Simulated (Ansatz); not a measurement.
# CH₉N₃Si: a ladder of functionals and wavefunction methods

How much do the methods differ for CH₉N₃Si? The plan is to run it at one geometry with functionals of several rungs and with coupled cluster, and see how far each lands from CCSD(T) at the basis-set limit for the atomisation energy.

Method: functionals in def2-TZVPP, the program's frozen cores in correlated methods; program: Ansatz 0.2.0, Gaussian basis.

The runs, in order: PBE-D4, r2SCAN-D4, PBE0-D4, B3LYP-D4, ωB97X-V, ωB97M-V, B2PLYP; CCSD(T)/def2-TZVPP; MP2/def2-QZVPP; extrapolation to the limit.

**1. Structure used throughout**

The geometry comes from an earlier relaxation with PBE0-D4 in a triple-zeta def2 set; it is a stationary point, not always the lowest conformer.

SMILES `NCN[SiH2]N`, 14 atoms, charge 0, spin multiplicity 1.

Atoms are counted from 1 here; the program's logs count them from 0.

Bond lengths: N1–C2 1.450 Å, N1–H6 1.013 Å, N1–H7 1.013 Å, C2–N3 1.434 Å, C2–H8 1.099 Å, C2–H9 1.103 Å, N3–Si4 1.715 Å, N3–H10 1.009 Å, Si4–N5 1.717 Å, Si4–H11 1.487 Å, Si4–H12 1.485 Å, N5–H13 1.007 Å, N5–H14 1.007 Å. Angles: C2–N1–H6 110.1°, C2–N1–H7 111.1°, H6–N1–H7 108.2°, N1–C2–N3 109.9°, N1–C2–H8 106.9°, N1–C2–H9 114.1°, N3–C2–H8 112.5°, N3–C2–H9 107.0°, H8–C2–H9 106.5°, C2–N3–Si4 125.7°, C2–N3–H10 112.8°, Si4–N3–H10 120.5°, N3–Si4–N5 120.9°, N3–Si4–H11 106.9°, N3–Si4–H12 104.1°, N5–Si4–H11 103.8°, N5–Si4–H12 107.2°, H11–Si4–H12 114.3° and more.

**2. PBE-D4 (GGA)**

Input file in.yaml:

```yaml
crystal:
  periodic: [false, false, false]
  atoms:
    - {symbol: N, position_ang: [0.372244, 0.988260, 2.301847]}
    - {symbol: C, position_ang: [-0.001753, 0.950101, 0.901721]}
    - {symbol: N, position_ang: [-0.314731, -0.395299, 0.516212]}
    - {symbol: Si, position_ang: [0.155640, -1.150550, -0.949407]}
    - {symbol: N, position_ang: [-0.571875, -0.709979, -2.440814]}
    - {symbol: H, position_ang: [1.235233, 0.477517, 2.445939]}
    - {symbol: H, position_ang: [0.511253, 1.940688, 2.616405]}
    - {symbol: H, position_ang: [-0.855927, 1.631498, 0.780505]}
    - {symbol: H, position_ang: [0.784050, 1.308559, 0.215710]}
    - {symbol: H, position_ang: [-1.003075, -0.824562, 1.116045]}
    - {symbol: H, position_ang: [1.596152, -0.843077, -1.152354]}
    - {symbol: H, position_ang: [-0.136822, -2.588727, -0.726107]}
    - {symbol: H, position_ang: [-1.540970, -0.900413, -2.636818]}
    - {symbol: H, position_ang: [-0.242317, 0.086784, -2.960081]}
basis:
  gaussian: {orbitals: def2-TZVPP}
hamiltonian: {xc: pbe, dispersion: d4}
output: {forces: true, orbitals: {seedname: orbitals}}
```

Run with:

```
$ ansatz run in.yaml --threads 4 --pin off --events-out ev --progress --plain --max-ram 10444MiB
```

The runs that follow: r2SCAN-D4 (meta-GGA); PBE0-D4 (hybrid); B3LYP-D4 (hybrid); ωB97X-V (range-separated); ωB97M-V (range-separated); B2PLYP (double hybrid); CCSD(T) in def2-TZVPP; MP2 in def2-QZVPP.

**Question.** What will the summary of the whole plan be? Wanted: atomisation energy, CCSD(T)/CBS; farthest; mean size of error, hybrid; mean size of error, range-separated; gap, smallest and largest; T1 diagnostic; triples share of the correlation energy.

As calculated:

```
                               quantity                                 value
        atomisation energy, CCSD(T)/CBS                       1173.4 kcal/mol
functionals within 5.9 kcal/mol (0.5 %)            PBE0-D4, B3LYP-D4, ωB97M-V
                               farthest               PBE-D4 (+19.1 kcal/mol)
             mean size of error, hybrid                          4.6 kcal/mol
    mean size of error, range-separated                          6.2 kcal/mol
              gap, smallest and largest  5.19 eV (PBE-D4), 11.67 eV (ωB97X-V)
                          T1 diagnostic                                0.0103
triples share of the correlation energy                                 3.7 %
```

PBE-D4 misses by +19.1 kcal/mol. Double hybrids carry the basis error of their MP2 part in triple zeta, and no dispersion term here, so their miss is partly the set-up's. Misses under about 5.9 kcal/mol are within the doubt on the reference itself, which lacks core-valence correlation, relativity and higher excitations. Hartree-Fock recovers 69 % of the binding; the rest is correlation. Orbital gaps span 5.2 to 11.7 eV; exact exchange widens them.
